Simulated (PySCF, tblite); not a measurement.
**C₆H₁₂F₃P: geometry, infrared bands and NMR shifts**

What infrared bands and NMR shifts should C₆H₁₂F₃P (`CCP(C(C)C)C(F)(F)F`) show?

Computed with tblite 0.8.0 and PySCF 2.14.0, with density-fitted response routines of our own, on a single molecule in the gas phase. Atoms count from 0, in the outputs and in this text.

### Step 1. The molecule as given

22 atoms, charge 0, multiplicity 1; geometry from: force field or distance geometry start.

Bonds of the start (Å): C0–C1 1.53, C1–P2 1.83, P2–C3 1.86, C3–C4 1.53, C3–C5 1.54, P2–C6 1.76, C6–F7 1.33, C6–F8 1.34, C6–F9 1.33, C0–H10 1.10, C0–H11 1.09, C0–H12 1.09, C1–H13 1.10, C1–H14 1.11, C3–H15 1.12, C4–H16 1.10, C4–H17 1.09, C4–H18 1.10, C5–H19 1.09, C5–H20 1.09, C5–H21 1.09.

### Step 2. Relaxing the molecule with GFN2-xTB

Job settings and geometry (Å):

```
{"job": {"kind": "relax", "xc": "GFN2-xTB", "basis": "xTB"}, "charge": 0, "multiplicity": 1}
C      2.785900    -0.580400    -0.996100
C      1.511100    -0.739400    -0.172700
P      0.153800     0.371300    -0.680100
C     -1.196600    -0.156800     0.485300
C     -2.369800     0.816900     0.526300
C     -1.730000    -1.551600     0.108100
C      0.665000     1.906600     0.017300
F      1.804400     2.235600    -0.591600
F      0.839100     1.686800     1.325700
F     -0.312800     2.775000    -0.231000
H      2.571700    -0.704200    -2.066100
H      3.235100     0.400100    -0.847200
H      3.511900    -1.330100    -0.695100
H      1.188000    -1.781500    -0.279000
H      1.748700    -0.592800     0.898900
H     -0.779400    -0.224100     1.517400
H     -2.778300     0.994000    -0.479300
H     -3.180200     0.433000     1.151500
H     -2.075500     1.790300     0.941200
H     -2.518400    -1.859300     0.800600
H     -0.948500    -2.310400     0.169900
H     -2.135600    -1.559700    -0.904800
```

Run with:

```console
OMP_NUM_THREADS=1 python probes_run.py task.json out
```

This one command runs all jobs of the session in turn.

**Question.** This job is followed by: GFN2-xTB harmonic vibrations, gas phase; GIAO PBE0/pcSseg-1 NMR shielding, non-relativistic, gas phase. Predict these results of the whole session: strongest single infrared mode (GFN2-xTB); zero-point energy (GFN2-xTB); 13C shifts against TMS (PBE0/pcSseg-1, means over atoms taken as alike); 1H shifts against TMS (PBE0/pcSseg-1, means over atoms taken as alike); 31P shifts against H3PO4 (PBE0/pcSseg-1); 19F shifts against CFCl3 (PBE0/pcSseg-1, means over atoms taken as alike).

The runs gave:

```
                                                                 quantity                              value
                                strongest single infrared mode (GFN2-xTB)              1030 cm⁻¹, 212 km/mol
                                             zero-point energy (GFN2-xTB)                     107.9 kcal/mol
  13C shifts against TMS (PBE0/pcSseg-1, means over atoms taken as alike)  143.3, 31.7, 22.5, 21.4, 14.4 ppm
   1H shifts against TMS (PBE0/pcSseg-1, means over atoms taken as alike)         2.03, 1.85, 1.39, 1.21 ppm
                                 31P shifts against H3PO4 (PBE0/pcSseg-1)                           -0.7 ppm
19F shifts against CFCl3 (PBE0/pcSseg-1, means over atoms taken as alike)                          -74.6 ppm
```

Over 92 steps the energy fell by 0.666 eV; of the close pairs, P2–C6 changed most, 1.762 to 1.899 Å. No mode is imaginary among the 60: a minimum at this level. The strongest single mode, at 1030 cm⁻¹, moves mainly C6. Unscaled tight-binding wavenumbers are off by several per cent, some by more. Its intensities can rank the bands wrongly. At PBE0/pcSseg-1: The widest tensor belongs to F7, F8, F9: span 172 ppm, with a paramagnetic part of -230 ppm.
